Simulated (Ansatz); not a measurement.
**CH₅NSSi: basis-set convergence**

How large a basis does CH₅NSSi need? Two functionals are run in growing sets.

Computed with Ansatz 0.2.0, Gaussian basis. Level: one geometry, several basis sets.

Levels to be run: PBE0-D4/def2-SVP; ωB97M-V/def2-SVP; PBE0-D4/def2-QZVPP; ωB97M-V/def2-QZVPP; the functionals' def2-TZVPP values are taken from earlier runs.

## 1. Structure used throughout

All runs share one geometry, relaxed beforehand with PBE0-D4 in a triple-zeta def2 set.

SMILES `NC([SiH3])=S`, 9 atoms, charge 0, spin multiplicity 1.

Atoms are counted from 1 here; the program's logs count them from 0.

Bond lengths: N1–C2 1.335 Å, N1–H5 1.010 Å, N1–H6 1.006 Å, C2–Si3 1.892 Å, C2–S4 1.643 Å, Si3–H7 1.480 Å, Si3–H8 1.480 Å, Si3–H9 1.495 Å. Angles: C2–N1–H5 119.5°, C2–N1–H6 121.8°, H5–N1–H6 118.8°, N1–C2–Si3 119.7°, N1–C2–S4 124.2°, Si3–C2–S4 116.2°, C2–Si3–H7 108.6°, C2–Si3–H8 108.6°, C2–Si3–H9 110.0°, H7–Si3–H8 111.3°, H7–Si3–H9 109.2°, H8–Si3–H9 109.2°.

## 2. PBE0-D4 in def2-SVP

in.yaml

```yaml
crystal:
  periodic: [false, false, false]
  atoms:
    - {symbol: N, position_ang: [-0.228881, 1.390578, -0.630580]}
    - {symbol: C, position_ang: [0.001400, 0.078450, -0.716868]}
    - {symbol: Si, position_ang: [0.167501, -0.949365, 0.863365]}
    - {symbol: S, position_ang: [0.157323, -0.739640, -2.132814]}
    - {symbol: H, position_ang: [-0.316913, 1.936017, -1.475916]}
    - {symbol: H, position_ang: [-0.318434, 1.855005, 0.257013]}
    - {symbol: H, position_ang: [1.515978, -1.558730, 0.889394]}
    - {symbol: H, position_ang: [-0.890214, -1.984492, 0.865560]}
    - {symbol: H, position_ang: [0.000838, -0.074222, 2.063748]}
basis:
  gaussian: {orbitals: def2-SVP}
hamiltonian: {xc: pbe0, dispersion: d4}
output: {orbitals: {seedname: orbitals}}
```

Command:

```bash
$ ansatz run in.yaml --threads 2 --pin off --events-out ev --progress --plain --max-ram 4352MiB
```

After this run come: ωB97M-V in def2-SVP; PBE0-D4 in def2-QZVPP; ωB97M-V in def2-QZVPP.

**Question.** What will the summary of the whole plan be? Wanted: PBE0-D4: double and triple zeta above quadruple; ωB97M-V: double and triple zeta above quadruple.

**Answer**, as computed:

| quantity | value |
| --- | --- |
| PBE0-D4: double and triple zeta above quadruple | 10.20, 0.75 eV |
| ωB97M-V: double and triple zeta above quadruple | 10.28, 0.70 eV |

What this shows: PBE0-D4 gains 9.45 eV from double to triple zeta, then 0.75 eV more. Total energies overstate the basis error of differences, where much of it tends to cancel.
